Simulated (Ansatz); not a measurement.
**Si36, 36 atoms: one timed run**

Wanted: the time that a single point at HSE06 takes for Si36.

Program: Ansatz 0.2.0 (single point, HSE06, plane waves PAW). Host: Arm Neoverse N1, 56 cores, 56 hardware threads, 90 GiB; it was booked for these runs alone, one at a time. Each run is timed once from launch to exit, start-up included.

## Step 1: The system

The cell holds 36 atoms in 726 Å³, 3×3×2 copies of a database cell, with the atoms displaced at random so that no symmetry is left.

## Step 2: Baseline

Input file input.yaml:

```yaml
crystal:
  lattice:
    - [0.000000, 8.165553, 8.165553]
    - [8.165553, 0.000000, 8.165553]
    - [5.443702, 5.443702, 0.000000]
  atoms:
    - { symbol: Si, position: [0.091432, 0.081037, 0.127052] }
    - { symbol: Si, position: [0.000508, 0.002893, -0.007285] }
    - { symbol: Si, position: [0.081897, 0.080730, 0.619416] }
    - { symbol: Si, position: [-0.002923, -0.001775, 0.498510] }
    - { symbol: Si, position: [0.080193, 0.418128, 0.122155] }
    - { symbol: Si, position: [-0.011077, 0.337458, -0.002036] }
    - { symbol: Si, position: [0.080758, 0.417596, 0.626195] }
    - { symbol: Si, position: [0.000183, 0.330374, 0.500995] }
    - { symbol: Si, position: [0.078008, 0.755000, 0.118425] }
    - { symbol: Si, position: [-0.000716, 0.666733, 0.001137] }
    - { symbol: Si, position: [0.082479, 0.751673, 0.606115] }
    - { symbol: Si, position: [-0.000810, 0.665664, 0.497072] }
    - { symbol: Si, position: [0.421518, 0.079500, 0.123893] }
    - { symbol: Si, position: [0.325827, 0.000495, -0.009146] }
    - { symbol: Si, position: [0.410749, 0.091083, 0.627993] }
    - { symbol: Si, position: [0.332846, 0.000138, 0.491768] }
    - { symbol: Si, position: [0.412533, 0.417689, 0.113202] }
    - { symbol: Si, position: [0.333827, 0.326796, -0.000052] }
    - { symbol: Si, position: [0.412309, 0.422364, 0.629667] }
    - { symbol: Si, position: [0.331064, 0.326236, 0.495177] }
    - { symbol: Si, position: [0.416011, 0.746054, 0.125811] }
    - { symbol: Si, position: [0.336354, 0.666016, -0.002975] }
    - { symbol: Si, position: [0.418958, 0.748504, 0.628797] }
    - { symbol: Si, position: [0.331758, 0.671895, 0.497847] }
    - { symbol: Si, position: [0.745818, 0.083222, 0.120983] }
    - { symbol: Si, position: [0.662911, -0.000896, 0.003282] }
    - { symbol: Si, position: [0.741943, 0.082730, 0.623530] }
    - { symbol: Si, position: [0.665708, 0.002386, 0.492445] }
    - { symbol: Si, position: [0.751888, 0.415429, 0.124941] }
    - { symbol: Si, position: [0.665462, 0.331748, -0.003401] }
    - { symbol: Si, position: [0.751035, 0.423661, 0.629960] }
    - { symbol: Si, position: [0.669274, 0.334911, 0.496907] }
    - { symbol: Si, position: [0.751755, 0.756922, 0.117694] }
    - { symbol: Si, position: [0.669229, 0.669887, 0.000981] }
    - { symbol: Si, position: [0.752440, 0.754566, 0.636206] }
    - { symbol: Si, position: [0.670953, 0.672197, 0.501332] }
kpoints:
  mp_grid: { grid: [1, 1, 1] }
hamiltonian:
  xc: hse06
  pseudopotentials: { azcp: { folder: soft_1 } }
scf:
  occupations: { method: fixed }
output: { forces: true }
```

Run with:

```
taskset -c 8-63 ansatz run input.yaml --backend cpu --max-ram 64GiB --events-out ev --progress --plain --runs-dir out
```

The program printed, cut to the lines that bear on the results:

```text
exact exchange: scf.exx.singularity resolves to wigner_seitz, which cuts the screened interaction at the faces of the exchange supercell's Wigner-Seitz cell, so that each pair interacts once, at the shortest of its separations (the periodic images that this le
[...]
Pseudopotentials: kind: paw
Pseudopotential: Si, paw, valence charge 4, recommended cutoff 420 eV (normal), <dir>
Functional definition: HSE06
[...]
davidson cushion auto → on  (no smearing: the cushion is to keep the highest requested band from converging to the state above it; pin scf.eigensolver.cushion to override)
Crystal: 36 atoms, lattice volume = 725.931 Å³
Basis set: ecut = 420 eV, 14113 PW (Γ), exchange–correlation on 160×160×108 points (8 copies of the dense FFT grid, shifted against one another)
Bands: 108, of which v1, the nominal top of the filled ones, is band 72 counted from 1 (71 counted from 0)
Symmetry: 1 space group operations
Space group: P1 (ITA 1), of the structure as read, at distance tolerance 9.0e-5 Å
k-points: 1
[...]
SCF iter   1: F=—  HF=-22878.598969 eV  |F-HF|=—  |Δ(HF+E_count)|=         —  Δρ=5.17e-2  dr2=1.80e1  ethr=1.00e-1  ⟨swp⟩=6.0  Hψ=438  notcnv=0
[...]
SCF 1 stopped early in 9 iterations: F = -22874.633878 eV  dr2 = 7.81e-6
[...]
Frozen-core exchange: fock
[...]
SCF 2 stopped early in 8 iterations: F = -22892.756845 eV  dr2 = 6.46e-6
[...]
hybrid outer 1: dexx = +6.431e-2 eV, tail = 3.31e-5 eV
[...]
Frozen-core exchange: fock
[...]
SCF iter   4: F=—  HF=-22892.756405 eV  |F-HF|=—  |Δ(HF+E_count)|=   4.86e-8  Δρ=1.21e-6  dr2=2.25e-8  ethr=1.56e-10  ⟨swp⟩=3.0  Hψ=267  notcnv=0
[... 20 lines ...]
[...]
--- Forces (eV/Å), atoms counted from 1 ---
  atom   1  Si     0.71351297    -2.13028978    -0.96834811
  atom   2  Si     0.47731976     0.29024653    -0.08811529
  atom   3  Si     0.09441883     0.17165228     0.22537749
  atom   4  Si     0.24823298    -0.27469055    -0.38582179
  atom   5  Si    -0.15614213     0.06566840    -0.25373827
  atom   6  Si    -0.67825628     1.66295910     0.82642509
  atom   7  Si    -0.66734015    -0.05151730    -0.11566445
  atom   8  Si     0.19675166    -0.19358138     0.15218263
[...]
--- Band table (eV) ---
  k-point 0: bands = ["-7.3638", "-5.9172", "-5.8873", "-5.8204", "-5.7836", "-5.3069", "-5.2415", "-5.0947", "-4.9779", "-4.7426", "-4.0842", "-4.0213", "-3.9663", "-3.9115", "-3.7799", "-3.7275", "-3.6915", "-3.6074", "-1.8733", "-1.7610", "-1.6878", "-1.562
  guard bands above this table: 35 of the run's 108 bands. The solve was not asked for them (output.publish_guard_bands: true or output.eigenvalues: true publishes all)
```

Wall time 6.8 s, CPU time 3.1 min, peak memory 2 GiB, 22 SCF iterations in all (56 threads).

Size of the job: 1 k-point, 14113 plane waves, 108 bands, 144 valence electrons, 1 symmetry operation.

Where the time went (the program's own counters):

```
          phase  seconds  share of the wall time
           diag      3.7                    55 %
      ace_build     0.89                    13 %
published_bands     0.78                    11 %
      potential     0.26                     4 %
        density     0.15                     2 %
```

## Step 3: Results

```
 quantity                value
reference  6.8 s on 56 threads
```

CPU time over wall time is 28, for 56 threads. In the reference run the eigensolver takes 55 % of the time. The figures hold for this build, input and host.
